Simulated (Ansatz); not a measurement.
**Cl2Sn (SnCl2): PBE0/def2-SVP (core potential)**

What is the vertical ionisation energy of Cl2Sn (SnCl2) at PBE0/def2-SVP (core potential)? 

Program for the calculation: Ansatz 0.2.0.

## 1. The system as given

The species is Cl2Sn (3 atoms), typed as a singlet with charge 0. SMILES: `[Cl][Sn][Cl]`. Geometry: a GFN2-xTB relaxation, a rough one for these elements and not checked as a minimum.

Bond lengths: Sn1–Cl2 2.378 Å, Sn1–Cl3 2.377 Å. Angles: Cl2–Sn1–Cl3 99.5°.

## 2. A single-point energy at PBE0/def2-SVP (core potential)

The input, in.yaml:

```yaml
crystal:
  periodic: [false, false, false]
  atoms:
    - symbol: Sn
      position_ang: [0.004910, -0.007160, -1.023740]
    - symbol: Cl
      position_ang: [1.812600, -0.019020, 0.521020]
    - symbol: Cl
      position_ang: [-1.817510, 0.026180, 0.502720]
basis:
  gaussian:
    orbitals: def2-SVP
hamiltonian:
  xc: {name: PBE0}
accuracy: high
output: {orbitals: {seedname: orbitals}}
```

On the command line:

```console
$ ansatz run in.yaml --threads 1 --pin off --max-ram 2610MiB --events-out events.jsonl --progress --plain --runs-dir runs
```

Output:

```text
Warning: RAYON_NUM_THREADS=1 ignored (pool sized by the plan → 1); use --threads N
Functional definition: PBE0
  name "PBE0"
  parameter a = 0.25
  parameter kappa = 0.804
  parameter beta = 0.06672455060314922
  exchange = (1 - a)*pbe_x(kappa = kappa, mu = beta*pi^2/3) + a*exact_x
  correlation = pbe_c(beta = beta)
1264 factors; integrals over basis functions are off by at most 4.1e-9 eV
mean field evaluation 1: about -30862.3987 eV, gradient 2.0e1 eV
mean field evaluation 2: about -30860.5594 eV, gradient 3.2e1 eV
mean field evaluation 4: about -30863.6863 eV, gradient 5.0e-1 eV
mean field evaluation 8: about -30863.7371 eV, gradient 4.2e-3 eV
mean field evaluation 16: about -30863.7371 eV, gradient 1.8e-6 eV
mean field -30863.73712778 eV, -1134.2214192536 hartree, gradient 1.8e-8 eV, S^2 0.000000; 0 other end points of the search recorded, 0 dependent functions left out
reference -30863.73712967 eV, -1134.2214193228 hartree; 28, 28 occupied and 34, 34 virtual orbitals, 1264 factors
Total energy: -30863.73712967 eV, -1134.2214193228 hartree
```

Wall time 2 s (1 thread of AMD EPYC 9R45 (Zen 5), shared host); peak memory 0.2 GiB.

## 3. The doublet cation, same level

The input, run.yaml:

```yaml
basis:
  gaussian:
    orbitals: def2-SVP
crystal:
  periodic: [false, false, false]
  atoms:
    - {symbol: Sn, position_ang: [0.004910, -0.007160, -1.023740]}
    - {symbol: Cl, position_ang: [1.812600, -0.019020, 0.521020]}
    - {symbol: Cl, position_ang: [-1.817510, 0.026180, 0.502720]}
total_charge: 1
magnetization:
  spin_polarized: true
  initial_magnetization: 1
hamiltonian:
  xc: {name: PBE0}
accuracy: high
output: {orbitals: {seedname: orbitals}}
```

On the command line:

```console
$ ansatz run run.yaml --threads 1 --pin off --max-ram 2610MiB --events-out events.jsonl --progress --plain --runs-dir runs
```

Output (excerpt; [...] marks lines left out):

```text
Warning: RAYON_NUM_THREADS=1 ignored (pool sized by the plan → 1); use --threads N
[... 7 set-up lines as earlier in the session ...]
1264 factors; integrals over basis functions are off by at most 4.1e-9 eV
mean field evaluation 1: about -30848.2129 eV, gradient 2.7e1 eV
mean field evaluation 2: about -30821.6557 eV, gradient 6.8e1 eV
mean field evaluation 4: about -30853.5962 eV, gradient 2.4e0 eV
mean field evaluation 8: about -30853.6963 eV, gradient 4.4e-1 eV
mean field evaluation 16: about -30853.6982 eV, gradient 1.3e-4 eV
mean field evaluation 32: about -30853.5574 eV, gradient 1.0e0 eV
mean field -30853.69817262 eV, -1133.8524944562 hartree, gradient 3.7e-8 eV, S^2 0.759823; 3 other end points of the search recorded, 0 dependent functions left out
reference -30853.69817458 eV, -1133.8524945281 hartree; 28, 27 occupied and 34, 35 virtual orbitals, 1264 factors
Total energy: -30853.69817458 eV, -1133.8524945281 hartree
```

Run time: 4.5 s. Hardware: 1 thread of AMD EPYC 9R45 (Zen 5), shared host; peak memory 0.28 GiB.

## 4. Results

At PBE0/def2-SVP (core potential):

```
                                          quantity           value
                       singlet Cl2Sn: total energy  -1134.22142 Eh
                        singlet Cl2Sn: HOMO energy        -7.86 eV
                        singlet Cl2Sn: LUMO energy        -3.03 eV
                      singlet Cl2Sn: HOMO–LUMO gap         4.83 eV
                      doublet cation: total energy  -1133.85249 Eh
doublet cation: HOMO energy (highest over α and β)       -14.57 eV
 doublet cation: LUMO energy (lowest over α and β)       -12.22 eV
                              doublet cation: ⟨S²⟩           0.760
vertical ionisation energy (to the doublet cation)       10.039 eV
```

What this shows: Removing an electron at fixed nuclei costs 10.04 eV (969 kJ/mol). −ε(HOMO) before ionisation, 7.86 eV, is 2.18 eV below this ionisation energy.
